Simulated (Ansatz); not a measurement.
This script makes a check of PAW against all-electron LAPW of Cu, space group Cmcm with Ansatz 0.2.0, Python API.

The script, `run_paw_lapw.py`:
```python
import ansatz
import numpy as np
import pandas as pd


def count_gap(report):
    # lowest empty less highest filled band, counting bands; zero where they overlap
    return max(report.get("gap_by_band_count_ev") or 0.0, 0.0)

vectors = np.array([
    [1.218464, -3.976378, 0.0],
    [1.218464, 3.976378, 0.0],
    [0.0, 0.0, 2.475496],
])
cell = (
    ansatz.Lattice.of(vectors)
    .atom("Cu", [0.133867, 0.866133, 0.25])
    .atom("Cu", [0.866133, 0.133867, 0.75])
)

calc = cell.calculation()
calc = calc.functional("pbesol").kpoints(13, 13, 12, center="gamma")
calc = calc.occupations("cold", width=100 * ansatz.meV).stress()
calc = calc.forces().band_table()
variants = {
    "PAW": calc.pseudopotentials("paw"),
    "LAPW": calc.pseudopotentials("all_electron", lapw=True),
}
rows = []
for label, variant in variants.items():
    r = variant.run(threads=1, backend="cpu").report
    levels = np.array(r["eigenvalues_ev"][0]) - r["fermi_energy_ev"]
    print(label, "levels at the first k-point near E_F:", np.round(levels[np.abs(levels) < 5], 3))
    rows.append((label, r["n_electrons"], np.trace(r["stress_gpa"]) / 3, count_gap(r)))
print(pd.DataFrame(rows, columns=["treatment", "electrons in bands", "P GPa", "gap by band count eV"]).round(4).to_string(index=False))
```

How well do the two treatments of the cores agree on the pressure?

PAW gives -1.613 GPa and LAPW -1.607 GPa, 0.006 GPa apart. They took 7.5 and 75.5 s of processor time.

What the script printed:

Output of `python run_paw_lapw.py`:
```text
DeckWarning: basis.ecutwfc = 420 eV, auto-derived from the records' recommended cutoffs: set by Cu (normal level)
PAW levels at the first k-point near E_F: [-4.964 -4.188 -3.701 -2.984 -2.717 -2.28  -1.967 -1.771 -1.63  -1.381
 -0.112  4.797]
LAPW levels at the first k-point near E_F: [-4.964 -4.189 -3.701 -2.981 -2.715 -2.28  -1.967 -1.771 -1.63  -1.38
 -0.111  4.795]
treatment  electrons in bands   P GPa  gap by band count eV
      PAW                38.0 -1.6127                   0.0
     LAPW                38.0 -1.6065                   0.0
```
(Warnings from the package without file and line.)

What to keep in mind:
- For a metal this k-point mesh is coarse: on a finer one energies can move by several to tens of meV an atom and pressures by half a GPa or more, differences at one mesh by less.
- A gap by band count of zero or less means overlapping bands, a metal.
- This isn't the structure that Cu takes at ambient conditions.
- Levels are Kohn-Sham eigenvalues on this mesh.
- Pressure is positive in compression; the treatments may keep other shells as core, so totals and counts of electrons can differ.
- Hardware and time: 88 s on 1 thread of Intel(R) Xeon(R) Processor @ 2.30GHz, with other jobs on the host, peak memory 1.3 GiB.
